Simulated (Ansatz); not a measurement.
# YGa3N4: the band gap up the ladder of functionals

An exercise on one series of results from a longer session: the logs are not shown, and one member is left open.

The runs shown are made with Ansatz 0.2.0. PAW datasets, plane waves. These are computed values for a spin-unpolarised cell that may be hypothetical; none is a measurement.

## Starting point

The cell was relaxed beforehand with r2SCAN.

Space group P3m1 (No. 156), trigonal; conventional cell a = 3.316 Å, c = 10.878 Å, 12.94 Å³ an atom. Near Ga stand 4 N at 1.96–2.01 Å; near Ga stand 4 N at 1.93–2.00 Å; near Ga stand 4 N at 1.96–2.00 Å; near Y stand 4 N at 2.13–2.32 Å; near N stand 4 Ga at 1.96–2.00 Å.

Coordinates:

```xyz
8
Lattice="3.3155 0.0000 0.0000 -1.6578 2.8713 0.0000 0.0000 0.0000 10.8777" Properties=species:S:1:pos:R:3 pbc="T T T"
Ga    0.0000    1.9142    0.1907
Ga    0.0000    1.9142    5.2619
Ga    1.6578    0.9571    2.7236
Y     1.6578    0.9571    8.1350
N     0.0000    1.9142    2.1469
N     0.0000    1.9142    7.1915
N     1.6578    0.9571    4.6835
N     1.6578    0.9571   10.4581
```

Set-up of the first run:

The input, input.yaml:

```yaml
crystal:
  lattice:
    - [3.3155310499, 0.0, 0.0]
    - [-1.6577655249, 2.8713341162, 0.0]
    - [0.0, 0.0, 10.8776718591]
  atoms:
    - { symbol: Ga, position: [0.3333333333, 0.6666666667, 0.0175327209] }
    - { symbol: Ga, position: [0.3333333333, 0.6666666667, 0.4837330636] }
    - { symbol: Ga, position: [0.6666666667, 0.3333333333, 0.2503871359] }
    - { symbol: "Y", position: [0.6666666667, 0.3333333333, 0.7478578828] }
    - { symbol: "N", position: [0.3333333333, 0.6666666667, 0.1973685838] }
    - { symbol: "N", position: [0.3333333333, 0.6666666667, 0.661129006] }
    - { symbol: "N", position: [0.6666666667, 0.3333333333, 0.4305601798] }
    - { symbol: "N", position: [0.6666666667, 0.3333333333, 0.9614314273] }
kpoints:
  mp_grid: { grid: [12, 12, 2] }
  band_path:
    path:
      - [[0.0, 0.0, 0.0], [0.5, -1.83375197192e-17, -2.267335513512e-18], [0.3333333333333, 0.3333333333333, -1.511557009023e-18], [0.0, 0.0, 0.0], [-1.116042408243e-35, 5.902422875389e-36, 0.5], [0.5, -1.828479218246e-17, 0.5], [0.3333333333333, 0.3333333333333, 0.5], [-1.116042408243e-35, 5.902422875389e-36, 0.5]]
      - [[0.5, -1.828479218246e-17, 0.5], [0.5, -1.83375197192e-17, -2.267335513512e-18]]
      - [[0.3333333333333, 0.3333333333333, 0.5], [0.3333333333333, 0.3333333333333, -1.511557009023e-18]]
    npoints: 10
hamiltonian:
  xc: pbe
scf:
  occupations: { method: fermi_dirac, width: 0.02 }
  n_extra_bands: 6
output:
  forces: true
  stress: true
  eigenvalues: true
```

On the command line:

```console
ansatz run input.yaml --threads 4 --pin off --max-ram 6451MiB --backend cpu --events-out ev --progress --plain --runs-dir out
```

Steps of the session up to this table: PBE band path; r2SCAN; Single point with HSE06; PBE+SOC; PBE0.

One table of the session follows, with a row left open; its other results are not shown here.

```
  level  gap (eV)
    PBE      1.60
 r2SCAN      1.97
  HSE06      2.67
PBE+SOC      1.60
   PBE0         ?
```

**Question.** Estimate the row for PBE0.

The run gave: gap (eV): 3.34. In the column «gap (eV)» it is the highest.

Meshes: PBE 12×12×2, r2SCAN 12×12×2, HSE06 6×6×2, PBE+SOC 12×12×2, PBE0 6×6×2

Against HSE06, PBE is short by 1.07 eV, at 60 % of it, and r2SCAN 74 %. PBE0 lies 0.67 eV above HSE06, which differs from it by screening the long-range exchange.

To keep in mind: Warnings in the runs' records: stress exchange threshold loose, stress scf threshold loose.
